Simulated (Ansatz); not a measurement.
# AlGa3Sb2: the cost of one run

Computed with Ansatz 0.2.0 (DFT PBE, scalar-relativistic, plane waves, PAW, unless a step's input says otherwise).

## Step 1: The structure to begin with

It takes space group P6/mmm (No. 191, hexagonal). The conventional cell has a = 4.490 Å, b = 4.490 Å, c = 8.195 Å, α = 90.00°, β = 90.00°, γ = 120.00°. Al (site symmetry 6/mmm) is surrounded by 2 Sb at 2.04 Å. Ga (site symmetry -6m2) has 6 Ga at 2.59 Å as nearest neighbours. Around Ga (site symmetry 6/mmm) lie 2 Sb at 2.06 Å. Sb (site symmetry 6mm) has 1 Al at 2.04 Å and 1 Ga at 2.06 Å as nearest neighbours.

Coordinates:

```cif
data_structure
_symmetry_space_group_name_H-M 'P 1'
_symmetry_Int_Tables_number 1
_cell_length_a 4.4901
_cell_length_b 4.4901
_cell_length_c 8.1952
_cell_angle_alpha 90.000
_cell_angle_beta 90.000
_cell_angle_gamma 120.000
_cell_volume 143.09
loop_
_atom_site_label
_atom_site_type_symbol
_atom_site_fract_x
_atom_site_fract_y
_atom_site_fract_z
_atom_site_occupancy
Al1 Al 0.00000 0.00000 0.00000 1
Ga1 Ga 0.33333 0.66667 0.50000 1
Ga2 Ga 0.66667 0.33333 0.50000 1
Ga3 Ga 0.00000 0.00000 0.50000 1
Sb1 Sb 0.00000 0.00000 0.75084 1
Sb2 Sb 0.00000 0.00000 0.24916 1
```

The cell is invented: random cell by space group and Wyckoff sites (P6/mmm, No. 191). The dimensions are guesses.

## Step 2: The guess as it stands, on a coarse mesh

File input.yaml:

```yaml
crystal:
  lattice:
    - [4.49008488, 0.0, 0.0]
    - [-2.24504244, 3.88852757, 0.0]
    - [0.0, 0.0, 8.19517447]
  atoms:
    - { symbol: Al, position: [0.0, 0.0, 0.0] }
    - { symbol: Ga, position: [0.33333333, 0.66666667, 0.5] }
    - { symbol: Ga, position: [0.66666667, 0.33333333, 0.5] }
    - { symbol: Ga, position: [0.0, 0.0, 0.5] }
    - { symbol: Sb, position: [0.0, 0.0, 0.75083863] }
    - { symbol: Sb, position: [0.0, 0.0, 0.24916137] }
basis:
  ecutwfc: 420
kpoints:
  mp_grid: { grid: [6, 6, 2] }
hamiltonian:
  xc: pbe
scf:
  occupations: { method: gaussian, width: 0.1 }
  lower_state_search: "off"
output:
  forces: true
  stress: true
  eigenvalues: true
```

Started as:

```console
$ ansatz run input.yaml --threads 1 --pin off --max-ram 2560MiB --backend cpu --events-out ev --progress --plain --runs-dir out
```

**Question.** How long does this run take on 1 thread of Intel Xeon at 2.50GHz (Skylake/Cascade Lake), shared host, and how much memory does it need?

About 10 s, with a peak of 0.45 GiB.
